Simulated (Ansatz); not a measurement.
# FH3MgOSi: a ladder of functionals and wavefunction methods

How much do the methods differ for FH3MgOSi? The plan is to run it at one geometry with functionals of several rungs and with coupled cluster, and see how far each lands from CCSD(T) at the basis-set limit for the atomisation energy.

Computed with Ansatz 0.2.0, Gaussian basis. Level: functionals in def2-TZVPP, the program's frozen cores in correlated methods.

Levels to be run: PBE-D4, r2SCAN-D4, PBE0-D4, B3LYP-D4, ωB97X-V, ωB97M-V, B2PLYP; CCSD(T)/def2-TZVPP; CCSD(T)/def2-QZVPP; extrapolation to the limit.

### 1 The relaxed structure

All runs share one geometry, relaxed beforehand with PBE0-D4 in a triple-zeta def2 set.

SMILES `[F][Mg][O][SiH3]`, 7 atoms, charge 0, spin multiplicity 1.

Atoms are counted from 1 here; the program's logs count them from 0.

Bond lengths: F1–Mg2 1.747 Å, Mg2–O3 1.783 Å, O3–Si4 1.614 Å, Si4–H5 1.492 Å, Si4–H6 1.492 Å, Si4–H7 1.492 Å. Angles: F1–Mg2–O3 180.0°, Mg2–O3–Si4 179.9°, O3–Si4–H5 111.2°, O3–Si4–H6 111.2°, O3–Si4–H7 111.2°, H5–Si4–H6 107.7°, H5–Si4–H7 107.7°, H6–Si4–H7 107.7°.

Coordinates:

```
atom     x (Å)     y (Å)     z (Å)
  F1  -2.65479   2.65099   1.15130
 Mg2  -1.47212   1.47083   0.63997
  O3  -0.26579   0.26674   0.11791
 Si4   0.82502  -0.82407  -0.35813
  H5   1.38307  -0.47894  -1.69795
  H6   0.22021  -2.18438  -0.45494
  H7   1.96441  -0.90117   0.60184
```

### 2 PBE-D4 (GGA)

The input, in.yaml:

```yaml
crystal:
  periodic: [false, false, false]
  atoms:
    - {symbol: F, position_ang: [-2.654794, 2.650987, 1.151303]}
    - {symbol: Mg, position_ang: [-1.472120, 1.470830, 0.639971]}
    - {symbol: O, position_ang: [-0.265786, 0.266743, 0.117910]}
    - {symbol: Si, position_ang: [0.825023, -0.824069, -0.358135]}
    - {symbol: H, position_ang: [1.383067, -0.478937, -1.697951]}
    - {symbol: H, position_ang: [0.220210, -2.184375, -0.454937]}
    - {symbol: H, position_ang: [1.964409, -0.901168, 0.601839]}
basis:
  gaussian: {orbitals: def2-TZVPP}
hamiltonian: {xc: pbe, dispersion: d4}
output: {forces: true, orbitals: {seedname: orbitals}}
```

Launch:

```bash
ansatz run in.yaml --threads 2 --pin off --events-out ev --progress --plain --max-ram 22528MiB --backend cpu
```

After this run come: r2SCAN-D4 (meta-GGA); PBE0-D4 (hybrid); B3LYP-D4 (hybrid); ωB97X-V (range-separated); ωB97M-V (range-separated); B2PLYP (double hybrid); CCSD(T) in def2-TZVPP; CCSD(T) in def2-QZVPP.

Q: Predict the results of all the runs planned. Wanted: atomisation energy, CCSD(T)/CBS; farthest; mean size of error, hybrid; mean size of error, range-separated; gap, smallest and largest; T1 diagnostic; triples share of the correlation energy.

The runs gave:

| quantity | value |
| --- | --- |
| atomisation energy, CCSD(T)/CBS | 566.9 kcal/mol |
| functionals within 2.8 kcal/mol (0.5 %) | none; nearest ωB97X-V (-5.5 kcal/mol) |
| farthest | PBE0-D4 (-21.8 kcal/mol) |
| mean size of error, hybrid | 17.2 kcal/mol |
| mean size of error, range-separated | 8.4 kcal/mol |
| gap, smallest and largest | 4.39 eV (PBE-D4), 10.74 eV (ωB97X-V) |
| T1 diagnostic | 0.0117 |
| triples share of the correlation energy | 2.5 % |

In words: PBE-D4 misses by -11.5 kcal/mol. Double hybrids carry the basis error of their MP2 part in triple zeta, and no dispersion term here, so their miss is partly the set-up's. Misses under about 2.8 kcal/mol are within the doubt on the reference itself, which lacks core-valence correlation, relativity and higher excitations. Hartree-Fock recovers 73 % of the binding; the rest is correlation. Orbital gaps span 4.4 to 10.7 eV; exact exchange widens them. Correlated methods include outer-core shells of Mg, which these sets cover unevenly.
